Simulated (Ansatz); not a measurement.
# CsTePt: the cost of one run

Computed with Ansatz 0.2.0 (DFT PBE, spin-orbit coupling, plane waves, PAW).

2 further runs of the same task are left out: 1 that didn't finish, 1 set aside as unsound or not needed.

## (1) The structure to begin with

It takes space group P-6m2 (No. 187, hexagonal). Conventional cell: a = 4.536 Å, b = 4.536 Å, c = 5.963 Å, α = 90.00°, β = 90.00°, γ = 120.00°. Cs (site symmetry -6m2) has 6 Te at 3.97 Å and 6 Pt at 3.97 Å as nearest neighbours. Around Te (site symmetry -6m2) lie 3 Pt at 2.62 Å. Pt (site symmetry -6m2) has 3 Te at 2.62 Å as nearest neighbours.

As a file:

```cif
data_structure
_symmetry_space_group_name_H-M 'P 1'
_symmetry_Int_Tables_number 1
_cell_length_a 4.5357
_cell_length_b 4.5357
_cell_length_c 5.9628
_cell_angle_alpha 90.000
_cell_angle_beta 90.000
_cell_angle_gamma 120.000
_cell_volume 106.23
loop_
_atom_site_label
_atom_site_type_symbol
_atom_site_fract_x
_atom_site_fract_y
_atom_site_fract_z
_atom_site_occupancy
Cs1 Cs 0.66667 0.33333 0.50000 1
Te1 Te 0.00000 0.00000 0.00000 1
Pt1 Pt 0.33333 0.66667 0.00000 1
```

It is the end of an earlier relaxation with the same method, from a generated guess; it is a trial structure. At a tolerance of 0.05 Å it has space group P-6m2 (No. 187); it has 35.41 Å³/atom, an uncorrected energy of -0.56 eV/atom over the elements and, on its mesh, gap none (metal).

## (2) Level of theory: PBE with spin-orbit coupling

File input.yaml:

```yaml
crystal:
  lattice:
    - [4.5356752309, 0.0, 0.0]
    - [-2.2678376154, 3.9280099733, 0.0]
    - [0.0, 0.0, 5.962789]
  atoms:
    - { symbol: Cs, position: [0.6666666667, 0.3333333333, 0.5] }
    - { symbol: Te, position: [0.0, 0.0, 0.0] }
    - { symbol: Pt, position: [0.3333333333, 0.6666666667, 0.0] }
basis:
  ecutwfc: 420
kpoints:
  mp_grid: { grid: [12, 12, 8] }
  band_path:
    path:
      - [[0.0, 0.0, 0.0], [0.5, 0.0, 0.0], [0.33333333, 0.33333333, 0.0], [0.0, 0.0, 0.0], [0.0, 0.0, 0.5], [0.5, 0.0, 0.5], [0.33333333, 0.33333333, 0.5], [0.0, 0.0, 0.5]]
      - [[0.5, 0.0, 0.5], [0.5, 0.0, 0.0]]
      - [[0.33333333, 0.33333333, 0.5], [0.33333333, 0.33333333, 0.0]]
    npoints: 10
hamiltonian:
  xc: pbe
scf:
  occupations: { method: gaussian, width: 0.1 }
output:
  forces: true
  stress: true
  eigenvalues: true
  populations: true
  dos: { projected: true, de: 0.02 }
  bader: false
  write_density: true
  write_potential: true
  elf: true
  volumetric_format: npy
magnetization:
  noncollinear: true
  spin_orbit: true
```

Run with:

```bash
> ansatz run input.yaml --threads 1 --pin off --max-ram 3072MiB --backend cpu --events-out ev --progress --plain --runs-dir out
```

What time and memory should one allow on 1 thread of AMD EPYC 9R45 (Zen 5), shared host?

About 1.8 min, with a peak of 1.2 GiB.
